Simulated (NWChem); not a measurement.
**CH5F3Si2 (SMILES F[SiH2]C[SiH](F)F) at 5 levels**

Aim: a comparison of 5 runs (HF/STO-3G, HF/3-21G, B3LYP/6-31G*, TPSSh/6-31+G*) of CH5F3Si2. 

Program for the calculation: NWChem 7.3.0.

**1. The structure to begin with**

The species is CH5F3Si2 (11 atoms), meant as a singlet with charge 0. As SMILES, `F[SiH2]C[SiH](F)F`. Geometry: relaxed at PBE0-D4/def2-TZVP. This is one conformer, not always the lowest.

Bond lengths: F1–Si2 1.602 Å, Si2–C3 1.863 Å, C3–Si4 1.841 Å, Si4–F5 1.589 Å, Si4–F6 1.589 Å, Si2–H7 1.481 Å, Si2–H8 1.481 Å, C3–H9 1.097 Å, C3–H10 1.097 Å, Si4–H11 1.476 Å. Some angles: F1–Si2–C3 108.2°, Si2–C3–Si4 117.4°, C3–Si4–F5 109.6°, C3–Si4–F6 109.5°, F5–Si4–F6 107.0°, F1–Si2–H7 107.6°, F1–Si2–H8 107.6°, C3–Si2–H7 111.1°, C3–Si2–H8 111.1°, Si2–C3–H9 108.2°.

**2. Energy and forces at HF/STO-3G (run 1)**

The input, ch5f3si2.xyz:

```xyz
11

F     -0.349900     2.047200    -2.032000
Si     0.147900     1.453500    -0.629500
C     -0.367500    -0.334100    -0.540000
Si     0.080200    -1.270600     0.980200
F      1.657400    -1.245200     1.175400
F     -0.557700    -0.559000     2.250300
H      1.622200     1.585800    -0.584800
H     -0.491100     2.246900     0.445200
H     -1.457300    -0.383100    -0.653800
H      0.069500    -0.860400    -1.397400
H     -0.353700    -2.680900     0.986300
```

The input, run.py:

```python
from ase.io import read
from ase.calculators.nwchem import NWChem

system = read('ch5f3si2.xyz')

calc = NWChem(
    label='ch5f3si2',
    theory='scf',
    memory='2200 mb',
    basis='STO-3G',
    basispar='spherical bse',
    scf={'nopen': '0', 'rhf': None, 'thresh': '1e-08', 'maxiter': '80'},
)
system.calc = calc

forces = system.get_forces()
print("Total energy (eV):", round(system.get_potential_energy(), 6))
print("forces (eV/A):")
for s, f in zip(system.symbols, forces):
    print(f"{s:2s} {f[0]:10.5f} {f[1]:10.5f} {f[2]:10.5f}")
print("dipole (e A):", system.get_dipole_moment().round(4))
```

On the command line:

```
$ export ASE_NWCHEM_COMMAND="nwchem PREFIX.nwi > PREFIX.nwo"
$ python run.py
```

Standard output:

```text
Total energy (eV): -24646.066086
forces (eV/A):
F    -0.25783    0.32427   -0.73662
Si    0.93485    0.59938    1.52754
C    -0.36839   -0.25634   -0.59758
Si   -0.74325   -1.81103   -0.37055
F     0.83155    0.07970    0.18718
F    -0.24312    0.41189    0.70782
H    -1.52081   -0.15416    0.11935
H     0.77041   -0.87047   -0.99630
H     0.69811   -0.00591   -0.09066
H    -0.41765    0.34371    0.45308
H     0.31609    1.33903   -0.20322
dipole (e A): [-0.0928 -0.1813 -0.0755]
```

The calculator wrote ch5f3si2.nwi:

```
title "ch5f3si2"

permanent_dir ch5f3si2

scratch_dir ch5f3si2

start ch5f3si2

geometry units angstrom nocenter noautosym noautoz
  F  -3.4989999999999999e-01 2.0472000000000001e+00 -2.0320000000000000e+00
  Si 1.4790000000000000e-01 1.4535000000000000e+00 -6.2949999999999995e-01
  C  -3.6749999999999999e-01 -3.3410000000000001e-01 -5.4000000000000004e-01
  Si 8.0199999999999994e-02 -1.2706000000000000e+00 9.8019999999999996e-01
  F  1.6574000000000000e+00 -1.2452000000000001e+00 1.1754000000000000e+00
  F  -5.5769999999999997e-01 -5.5900000000000005e-01 2.2503000000000002e+00
  H  1.6222000000000001e+00 1.5858000000000001e+00 -5.8479999999999999e-01
  H  -4.9109999999999998e-01 2.2469000000000001e+00 4.4519999999999998e-01
  H  -1.4573000000000000e+00 -3.8310000000000000e-01 -6.5380000000000005e-01
  H  6.9500000000000006e-02 -8.6040000000000005e-01 -1.3974000000000000e+00
  H  -3.5370000000000001e-01 -2.6808999999999998e+00 9.8629999999999995e-01
end

memory 2200 mb

basis spherical bse noprint
   * library STO-3G
end

scf
  nopen 0
  rhf
  thresh 1e-08
  maxiter 80
end

task scf gradient
```

ch5f3si2.nwo:

```text
Northwest Computational Chemistry Package (NWChem) 7.3.0
             --------------------------------------------------------

           Job information
           ---------------

    nwchem branch   = 7.3.0
    use scalapack   = T
    input           = ch5f3si2.nwi
    prefix          = ch5f3si2.
    data base       = ch5f3si2/ch5f3si2.db
    status          = startup
    nproc           =        1

           Memory information
           ------------------

    heap     =     72089598 doubles =      550.0 Mbytes
    stack    =     72089595 doubles =      550.0 Mbytes
    global   =    144179200 doubles =     1100.0 Mbytes (distinct from heap & stack)
    total    =    288358393 doubles =     2200.0 Mbytes
    verify   = yes
    hardfail = no

[... 142 lines left out ...]
 Convergence threshold     :          1.000E-08
[... 12 lines left out ...]
       Final RHF  results
[... 3 lines left out ...]
      One-electron energy =  -2043.062250290221
[... 1 line left out ...]
 Nuclear repulsion energy =    389.207363917506
[... 51 lines left out ...]
                       ROHF Final Molecular Orbital Analysis
[... 259 lines left out ...]
                         RHF ENERGY GRADIENTS

    atom               coordinates                        gradient
                 x          y          z           x          y          z
   1 F      -0.661215   3.868647  -3.839923    0.005014  -0.006306   0.014325
   2 Si      0.279490   2.746717  -1.189583   -0.018180  -0.011656  -0.029706
   3 C      -0.694474  -0.631357  -1.020452    0.007164   0.004985   0.011621
[... 7 lines of this table left out ...]
  11 H      -0.668396  -5.066166   1.863837   -0.006147  -0.026040   0.003952

                 ----------------------------------------
                 |  Time  |  1-e(secs)   |  2-e(secs)   |
                 ----------------------------------------
                 |  CPU   |       0.00   |       0.43   |
                 ----------------------------------------
                 |  WALL  |       0.00   |       0.43   |
                 ----------------------------------------

 Task  times  cpu:        2.9s     wall:        2.9s
 Total times  cpu:        3.0s     wall:        3.0s
```

Wall time 4.2 s (1 thread of Intel Xeon 6975P-C (Granite Rapids), shared host); peak memory 0.098 GiB.

**3. Energy and forces at HF/3-21G (run 2)**

The input, run.xyz:

```xyz
11
CH5F3Si2 hf
F     -0.349900     2.047200    -2.032000
Si     0.147900     1.453500    -0.629500
C     -0.367500    -0.334100    -0.540000
Si     0.080200    -1.270600     0.980200
F      1.657400    -1.245200     1.175400
F     -0.557700    -0.559000     2.250300
H      1.622200     1.585800    -0.584800
H     -0.491100     2.246900     0.445200
H     -1.457300    -0.383100    -0.653800
H      0.069500    -0.860400    -1.397400
H     -0.353700    -2.680900     0.986300
```

The input, run.py:

```python
from ase.io import read
from ase.calculators.nwchem import NWChem

atoms = read('run.xyz')

calc = NWChem(
    label='run',
    theory='scf',
    memory='2200 mb',
    basis='3-21G',
    basispar='spherical bse',
    scf={'nopen': '0', 'rhf': None, 'thresh': '1e-08', 'maxiter': '80'},
)
atoms.calc = calc

forces = atoms.get_forces()
print("Total energy (eV):", round(atoms.get_potential_energy(), 6))
print("forces (eV/A):")
for s, f in zip(atoms.symbols, forces):
    print(f"{s:2s} {f[0]:10.5f} {f[1]:10.5f} {f[2]:10.5f}")
print("dipole (e A):", atoms.get_dipole_moment().round(4))
```

On the command line:

```
$ export ASE_NWCHEM_COMMAND="nwchem PREFIX.nwi > PREFIX.nwo"
$ python run.py
```

Standard output:

```text
Total energy (eV): -24824.243604
forces (eV/A):
F    -0.43287    0.58199   -1.26113
Si    0.57865    0.37502    0.94000
C    -0.32324   -0.54317   -0.31851
Si   -0.84512   -1.36623   -0.86173
F     1.33337    0.14398    0.33784
F    -0.35543    0.66535    1.15695
H    -0.05924   -0.09097    0.06520
H     0.03358   -0.11981    0.02144
H     0.28601   -0.02144   -0.12506
H    -0.24431    0.14491    0.13354
H     0.02859    0.23037   -0.08860
dipole (e A): [-0.1766 -0.3261 -0.1557]
```

The calculator wrote run.nwi:

```
title "run"

permanent_dir run

scratch_dir run

start run

geometry units angstrom nocenter noautosym noautoz
  F  -3.4989999999999999e-01 2.0472000000000001e+00 -2.0320000000000000e+00
  Si 1.4790000000000000e-01 1.4535000000000000e+00 -6.2949999999999995e-01
  C  -3.6749999999999999e-01 -3.3410000000000001e-01 -5.4000000000000004e-01
  Si 8.0199999999999994e-02 -1.2706000000000000e+00 9.8019999999999996e-01
  F  1.6574000000000000e+00 -1.2452000000000001e+00 1.1754000000000000e+00
  F  -5.5769999999999997e-01 -5.5900000000000005e-01 2.2503000000000002e+00
  H  1.6222000000000001e+00 1.5858000000000001e+00 -5.8479999999999999e-01
  H  -4.9109999999999998e-01 2.2469000000000001e+00 4.4519999999999998e-01
  H  -1.4573000000000000e+00 -3.8310000000000000e-01 -6.5380000000000005e-01
  H  6.9500000000000006e-02 -8.6040000000000005e-01 -1.3974000000000000e+00
  H  -3.5370000000000001e-01 -2.6808999999999998e+00 9.8629999999999995e-01
end

memory 2200 mb

basis spherical bse noprint
   * library 3-21G
end

scf
  nopen 0
  rhf
  thresh 1e-08
  maxiter 80
end

task scf gradient
```

run.nwo:

```text
Northwest Computational Chemistry Package (NWChem) 7.3.0
             --------------------------------------------------------

           Job information
           ---------------

    nwchem branch   = 7.3.0
    use scalapack   = T
    input           = run.nwi
    prefix          = run.
    data base       = run/run.db
    status          = startup
    nproc           =        1

           Memory information
           ------------------

    heap     =     72089596 doubles =      550.0 Mbytes
    stack    =     72089601 doubles =      550.0 Mbytes
    global   =    144179200 doubles =     1100.0 Mbytes (distinct from heap & stack)
    total    =    288358397 doubles =     2200.0 Mbytes
    verify   = yes
    hardfail = no

[... 142 lines left out ...]
 Convergence threshold     :          1.000E-08
[... 12 lines left out ...]
       Final RHF  results
[... 3 lines left out ...]
      One-electron energy =  -2043.561991993694
[... 1 line left out ...]
 Nuclear repulsion energy =    389.207363917506
[... 51 lines left out ...]
                       ROHF Final Molecular Orbital Analysis
[... 280 lines left out ...]
                         RHF ENERGY GRADIENTS

    atom               coordinates                        gradient
                 x          y          z           x          y          z
   1 F      -0.661215   3.868647  -3.839923    0.008418  -0.011318   0.024525
   2 Si      0.279490   2.746717  -1.189583   -0.011253  -0.007293  -0.018280
   3 C      -0.694474  -0.631357  -1.020452    0.006286   0.010563   0.006194
[... 7 lines of this table left out ...]
  11 H      -0.668396  -5.066166   1.863837   -0.000556  -0.004480   0.001723

                 ----------------------------------------
                 |  Time  |  1-e(secs)   |  2-e(secs)   |
                 ----------------------------------------
                 |  CPU   |       0.00   |       0.56   |
                 ----------------------------------------
                 |  WALL  |       0.00   |       0.56   |
                 ----------------------------------------

 Task  times  cpu:        3.6s     wall:        3.6s
 Total times  cpu:        3.6s     wall:        3.6s
```

Wall time 4.8 s (1 thread of Intel Xeon 6975P-C (Granite Rapids), shared host); peak memory 0.099 GiB.

Runs 3 to 4 aren't shown in full; the table further down has their settings and results.

**4. Energy and gradient at TPSSh/6-31+G(d) (spherical functions) (run 5)**

The input, run.py:

```python
from ase import Atoms
from ase.calculators.nwchem import NWChem

molecule = Atoms(['F', 'Si', 'C', 'Si', 'F', 'F', 'H', 'H', 'H', 'H', 'H'], positions=[
    [-0.349900, 2.047200, -2.032000],
    [0.147900, 1.453500, -0.629500],
    [-0.367500, -0.334100, -0.540000],
    [0.080200, -1.270600, 0.980200],
    [1.657400, -1.245200, 1.175400],
    [-0.557700, -0.559000, 2.250300],
    [1.622200, 1.585800, -0.584800],
    [-0.491100, 2.246900, 0.445200],
    [-1.457300, -0.383100, -0.653800],
    [0.069500, -0.860400, -1.397400],
    [-0.353700, -2.680900, 0.986300],
])

calc = NWChem(
    label='ch5f3si2',
    theory='dft',
    memory='2200 mb',
    basis='6-31+G*',
    basispar='spherical bse',
    dft={'xc': 'xctpssh', 'mult': '1', 'grid': 'fine', 'convergence': 'energy 1e-08', 'iterations': '100', 'mulliken': None},
)
molecule.calc = calc

forces = molecule.get_forces()
print("Total energy (eV):", round(molecule.get_potential_energy(), 6))
print("forces (eV/A):")
for s, f in zip(molecule.symbols, forces):
    print(f"{s:2s} {f[0]:10.5f} {f[1]:10.5f} {f[2]:10.5f}")
print("dipole (e A):", molecule.get_dipole_moment().round(4))
```

On the command line:

```
$ export ASE_NWCHEM_COMMAND="nwchem PREFIX.nwi > PREFIX.nwo"
$ python run.py
```

Standard output:

```text
Total energy (eV): -25029.889536
forces (eV/A):
F    -0.34026    0.41426   -0.96355
Si    0.46599   -0.04191    0.97820
C    -0.08459   -0.06510   -0.13411
Si   -0.58889   -0.75102   -0.72958
F     1.14100   -0.00134    0.14002
F    -0.47061    0.49746    0.92107
H    -0.06459    0.00530    0.00237
H     0.03538   -0.02556   -0.04541
H    -0.12434   -0.02083   -0.05564
H     0.01126   -0.06248   -0.12130
H     0.01969    0.05122    0.00787
dipole (e A): [-0.1543 -0.2646 -0.1486]
```

The calculator wrote ch5f3si2.nwi:

```
title "ch5f3si2"

permanent_dir ch5f3si2

scratch_dir ch5f3si2

start ch5f3si2

geometry units angstrom nocenter noautosym noautoz
  F  -3.4989999999999999e-01 2.0472000000000001e+00 -2.0320000000000000e+00
  Si 1.4790000000000000e-01 1.4535000000000000e+00 -6.2949999999999995e-01
  C  -3.6749999999999999e-01 -3.3410000000000001e-01 -5.4000000000000004e-01
  Si 8.0199999999999994e-02 -1.2706000000000000e+00 9.8019999999999996e-01
  F  1.6574000000000000e+00 -1.2452000000000001e+00 1.1754000000000000e+00
  F  -5.5769999999999997e-01 -5.5900000000000005e-01 2.2503000000000002e+00
  H  1.6222000000000001e+00 1.5858000000000001e+00 -5.8479999999999999e-01
  H  -4.9109999999999998e-01 2.2469000000000001e+00 4.4519999999999998e-01
  H  -1.4573000000000000e+00 -3.8310000000000000e-01 -6.5380000000000005e-01
  H  6.9500000000000006e-02 -8.6040000000000005e-01 -1.3974000000000000e+00
  H  -3.5370000000000001e-01 -2.6808999999999998e+00 9.8629999999999995e-01
end

memory 2200 mb

basis spherical bse noprint
   * library 6-31+G*
end

dft
  xc xctpssh
  mult 1
  grid fine
  convergence energy 1e-08
  iterations 100
  mulliken
end

task dft gradient
```

ch5f3si2.nwo:

```text
Northwest Computational Chemistry Package (NWChem) 7.3.0
             --------------------------------------------------------

           Job information
           ---------------

    nwchem branch   = 7.3.0
    use scalapack   = T
    input           = ch5f3si2.nwi
    prefix          = ch5f3si2.
    data base       = ch5f3si2/ch5f3si2.db
    status          = startup
    nproc           =        1

           Memory information
           ------------------

    heap     =     72089598 doubles =      550.0 Mbytes
    stack    =     72089595 doubles =      550.0 Mbytes
    global   =    144179200 doubles =     1100.0 Mbytes (distinct from heap & stack)
    total    =    288358393 doubles =     2200.0 Mbytes
    verify   = yes
    hardfail = no

[... 113 lines left out ...]
  convergence criterion.
[... 39 lines left out ...]
          Spatial weights used:  Erf1
[... 74 lines left out ...]
         Total DFT energy =     -919.831482058544
[... 3 lines left out ...]
 Nuclear repulsion energy =      389.207363917506
[... 951 lines left out ...]
          Convergence on gradient requested:  5.00D-04
[... 26 lines left out ...]
          total energy or number of iterations.
[... 26 lines left out ...]
                         DFT ENERGY GRADIENTS

    atom               coordinates                        gradient
                 x          y          z           x          y          z
   1 F      -0.661215   3.868647  -3.839923    0.006617  -0.008056   0.018738
   2 Si      0.279490   2.746717  -1.189583   -0.009062   0.000815  -0.019023
   3 C      -0.694474  -0.631357  -1.020452    0.001645   0.001266   0.002608
[... 7 lines of this table left out ...]
  11 H      -0.668396  -5.066166   1.863837   -0.000383  -0.000996  -0.000153

                 ----------------------------------------
                 |  Time  |  1-e(secs)   |  2-e(secs)   |
                 ----------------------------------------
                 |  CPU   |       0.01   |       7.05   |
                 ----------------------------------------
                 |  WALL  |       0.01   |       7.05   |
                 ----------------------------------------

 Task  times  cpu:       55.8s     wall:       55.8s
 Total times  cpu:       55.8s     wall:       55.8s
```

Wall time 57 s (1 thread of Intel Xeon 6975P-C (Granite Rapids), shared host); peak memory 0.13 GiB.

**5. Overview of the runs**

| run | level | iteration cap | module | energy (Eh) | dipole moment (D) | HOMO energy (eV) | LUMO energy (eV) | wall time |
| --- | --- | --- | --- | --- | --- | --- | --- | --- |
| 1 | HF/STO-3G | 80 | scf | -905.726230 | 1.04 | -9.57 | 12.27 | 4.2 s |
| 2 | HF/3-21G | 80 | scf | -912.274133 | 1.93 | -12.72 | 4.28 | 4.8 s |
| 3 | B3LYP/6-31G* (spherical functions) | 100 | dft | -919.814581 | 1.54 | – | – | 28 s |
| 4 | B3LYP/6-31G* (Cartesian functions) | 100 | dft | -919.822666 | 1.55 | -8.84 | 0.27 | 29 s |
| 5 | TPSSh/6-31+G* (spherical functions) | 100 | dft | -919.831482 | 1.64 | -8.66 | -0.47 | 57 s |

**6. Outcome**

```
                       quantity          value
            run 5: total energy  -919.83148 Eh
           run 5: dipole moment         1.64 D
             run 5: HOMO energy       -8.66 eV
             run 5: LUMO energy       -0.47 eV
           run 5: HOMO–LUMO gap        8.20 eV
run 5: largest force on an atom     1.201 eV/Å
```

In words: The dipole moment (its size) runs from 1.04 D (HF/STO-3G) to 1.93 D (HF/3-21G). Over runs 1, 2, 4, 5 the HOMO–LUMO gap runs from 8.20 eV (TPSSh/6-31+G*) to 21.83 eV (HF/STO-3G). The two ends differ in method and basis. Totals of different functionals can't be ranked against each other. In run 1 the basis is minimal, so the values are rough. All runs together took 2.1 min, the longest 57 s.
